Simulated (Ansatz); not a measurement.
# C2H5GeO: the cost of one run

All numbers are computed with Ansatz 0.2.0 through its Python package. Level of theory: CAM-B3LYP/6-31G*.

### Step 1. Starting point

Bond lengths: C1–C2 1.267 Å, C2–Ge3 1.912 Å, Ge3–O4 1.722 Å, C1–H5 1.131 Å, C2–H6 1.098 Å, Ge3–H7 1.610 Å, Ge3–H8 1.521 Å, O4–H9 1.030 Å. Angles: C1–C2–Ge3 118.5°, C1–C2–H6 120.2°, Ge3–C2–H6 121.3°, C2–C1–H5 122.4°, C2–Ge3–O4 110.5°, C2–Ge3–H7 107.8°, C2–Ge3–H8 109.7°, O4–Ge3–H7 107.2°, O4–Ge3–H8 113.8°, H7–Ge3–H8 107.6°, Ge3–O4–H9 106.0°.

The script holds or builds the structure itself.

### Step 2. Script

Contents of spin_c2h5geo.py:

```python
'''Vertical spin-state energies of C2H5GeO.'''

import warnings

import ansatz as az
from ase import Atoms

warnings.simplefilter('ignore', az.DeckWarning)

atoms = Atoms(['C', 'C', 'Ge', 'O', 'H', 'H', 'H', 'H', 'H'], positions=[
    (-0.5841, 1.2575, -1.0755),
    (0.4279, 0.8149, -0.4549),
    (0.3135, -0.9093, 0.3632),
    (-0.8536, -0.8993, 1.6295),
    (-0.5922, 2.2708, -1.5784),
    (1.3498, 1.4096, -0.4066),
    (1.7407, -1.2323, 1.0344),
    (0.0569, -1.966, -0.6999),
    (-1.7702, -0.7922, 1.1712),
])
c2h5geo = az.Crystal.molecule_from_ase(atoms)

job = (
    c2h5geo.calculation()
    .basis(gaussian='6-31G*')
    .functional('cam_b3lyp')
)
found = {}
for unpaired in [1, 3]:
    report = job.spin('collinear', total=unpaired).run().report
    s = unpaired / 2
    found[unpaired] = report['free_energy_ev']
    print(f'2S+1 = {unpaired + 1}: E = {found[unpaired]:.5f} eV, <S^2> = {abs(report["mean_field"]["state"]["spin_squared"]):.3f} (pure state {s * (s + 1):.2f})')
lowest = min(found, key=found.get)
for unpaired, e in found.items():
    print(f'multiplicity {unpaired + 1}: {96.485332 * (e - found[lowest]):.1f} kJ/mol above the lowest')
```

### Step 3. Launch

Started as:

```sh
> python spin_c2h5geo.py
```

Q: Estimate wall time and peak memory on 1 thread of Arm Neoverse V1, shared host.

About 15 s, with a peak of 0.36 GiB.
